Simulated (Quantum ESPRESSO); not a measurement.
Runs of Quantum ESPRESSO 7.5 on SnSe2. The structure is trigonal, space group P-3m1 (No. 164). Conventional cell: a = 3.811 Å, b = 3.811 Å, c = 6.136 Å, α = 90.00°, β = 90.00°, γ = 120.00°. Around Sn (site symmetry -3m) lie 6 Se at 2.68 Å. Se (site symmetry 3m) has 3 Sn at 2.68 Å as nearest neighbours. 

```tsv
level	ASE optimiser	rVV10 parameter b	dispersion computed by	gap on the mesh (eV)	pressure (GPa)	relaxed volume (Å³/atom)	largest force (eV/Å)
PBEsol+D3	LBFGS	-	-	(b)	0.0	24.70	0.01
PBEsol+rVV10	FIRE	6.3	-	0.19	0.0	23.73	0.02
PBEsol+D4	LBFGS	-	dftd4 4.3.1 through ASE	(c)	0.1	24.33	0.01
PBEsol	LBFGS	-	-	0.66	0.0	26.03	0.01
PBEsol+D3(BJ)	BFGS	-	-	0.29	0.0	(a)	0.02
```

Alike in all rows: task relaxation of cell and atoms; potentials or basis GBRV 1.5 PBEsol; no spin polarisation; cell relaxed; k mesh 7 × 7 × 4; cutoff (eV) 925; smearing fermi-dirac 0.05 eV.

Task: Fill in the values left out.

Result: (a) 23.98; (b) 0.39; (c) 0.35.

Caveats: spin-orbit coupling is left out, which moves the levels of the heavy elements; an odd mesh through Γ misses points on the zone boundary, where band edges often lie; rVV10's parameter b was fitted to another functional (some runs); this functional lacks dispersion, which binds the layers, so the pressure and a relaxed spacing across them are unreliable (some runs).

A k mesh can miss the band edges, and the runs leave out spin-orbit coupling on Se, Sn.
